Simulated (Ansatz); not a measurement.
## C3H6O2Si, SMILES C=C(O)[SiH2]C=O: a single point in a Gaussian basis

Program: the Ansatz DFT code, driven from Python.

The script reads `c3h6o2si.xyz`:
```text
12

C    -1.83380   -0.82080    0.01360
C    -0.56940   -0.62070   -0.20470
O     0.06980   -1.38060   -1.16070
Si    0.54870    0.64100    0.75630
C     1.95450    1.20100   -0.25410
O     2.51950    2.26390    0.07150
H    -2.44390   -1.49510   -0.55230
H    -2.38650   -0.16990    0.73130
H    -0.52430   -1.98430   -1.51510
H     0.89780   -0.02890    2.05160
H    -0.43610    1.75750    1.16060
H     2.28060    0.58160   -1.06400
```

Script `energy_c3h6o2si.py`:
```python
'''Single point of C3H6O2Si.'''

from pathlib import Path

import ansatz as az
import numpy as np

config = {
    'basis_set': 'def2-SVPD',
    'xc': 'BLYP',
    'dispersion': 'd3bj',
}


def main() -> None:
    system = az.Crystal.molecule_from_extxyz('c3h6o2si.xyz')

    base = (
        system.calculation()
        .basis(gaussian=config['basis_set'])
        .functional(config['xc'], dispersion=config['dispersion'])
        .forces()
        .orbitals()
    )
    result = base.run(threads=1, backend='cpu', runs_dir='out')
    r = result.report

    for key in ('converged', 'free_energy_ev', 'reference_energy_ev', 'n_frozen', 'n_occupied', 'n_virtual'):
        print(f'{key:22s} {r[key]}')

    state = r['mean_field']['state']
    print(f'mean field: {state["energy"]["hartree"]:.7f} Ha, <S^2> = {abs(state["spin_squared"]):.4f}, stability: {state.get("stability", {}).get("kind")}')

    symbols = [site.symbol for site in system.cartesian_sites]
    forces = np.array(r['forces_ev_ang'])
    print('largest force', round(float(np.linalg.norm(forces, axis=1).max()), 4), 'eV/A, rms', round(float(np.sqrt((forces ** 2).mean())), 4))

    charges = r['charge_distribution']
    print('dipole moment', round(4.803205 * float(np.linalg.norm(charges['dipole_moment_e_ang'])), 3), 'D')
    print('Mulliken:', [(s, round(q, 3)) for s, q in zip(symbols, charges['mulliken_charges_e'])])

    lines = Path(r['orbitals_path']).read_text().splitlines()
    field_of = lambda key: [line.split('=')[1].strip() for line in lines if line.startswith(key)]
    orbitals = [(27.211386 * float(e), s, float(n)) for e, s, n in zip(field_of('Ene='), field_of('Spin='), field_of('Occup='))]
    homo = max(e for e, _, n in orbitals if n > 0.5)
    lumo = min(e for e, _, n in orbitals if n < 0.5)
    for e, spin, n in sorted(orbitals):
        if homo - 6 < e < lumo + 5:
            print(f'{spin:6s} {e:10.3f} eV  occupation {n:.0f}')


if __name__ == '__main__':
    main()
```

`python energy_c3h6o2si.py` gives:
```text
converged              True
free_energy_ev         -15169.47925104236
reference_energy_ev    -15168.908691524923
n_frozen               0
n_occupied             [27, 27]
n_virtual              [151, 151]
mean field: -557.4471126 Ha, <S^2> = 0.0000, stability: minimum
largest force 3.911 eV/A, rms 1.4631
dipole moment 2.962 D
Mulliken: [('C', 0.155), ('C', 0.442), ('O', -0.18), ('Si', -0.332), ('C', 0.707), ('O', -0.26), ('H', -0.46), ('H', -0.038), ('H', 0.018), ('H', 0.238), ('H', 0.179), ('H', -0.468)]
Alpha     -11.619 eV  occupation 2
Alpha     -10.923 eV  occupation 2
Alpha     -10.208 eV  occupation 2
Alpha      -9.987 eV  occupation 2
Alpha      -9.596 eV  occupation 2
Alpha      -8.873 eV  occupation 2
Alpha      -8.284 eV  occupation 2
Alpha      -8.124 eV  occupation 2
Alpha      -6.001 eV  occupation 2
Alpha      -5.794 eV  occupation 2
Alpha      -3.409 eV  occupation 0
Alpha      -0.905 eV  occupation 0
Alpha      -0.418 eV  occupation 0
Alpha      -0.129 eV  occupation 0
Alpha       0.257 eV  occupation 0
Alpha       0.570 eV  occupation 0
Alpha       1.031 eV  occupation 0
Alpha       1.352 eV  occupation 0
Alpha       1.470 eV  occupation 0
```

Caveats:
- Total energies depend on the basis set; only differences at equal settings carry meaning.
- The geometry is a force-field or estimated start, not a minimum of this method, and the basis set is short of its limit.
- Alpha marks a spatial orbital of a restricted run, filled by both spins.
- Total less reference energy is the dispersion correction.
- Levels such as HOMO and LUMO are orbital energies: with these approximate functionals they aren't the ionisation energy and electron affinity, and their gap isn't the fundamental gap.
- Mulliken charges are unreliable in a basis with diffuse functions.
- Hardware and time: 7.5 s on 1 thread of Intel(R) Xeon(R) Platinum 8375C CPU @ 2.90GHz (Ice Lake), with other jobs on the host, peak memory 0.3 GiB.

(A comment or docstring line of the script was reworded after the run, the code is as it ran; lines on the test bed's own set-up are left out of the output.)
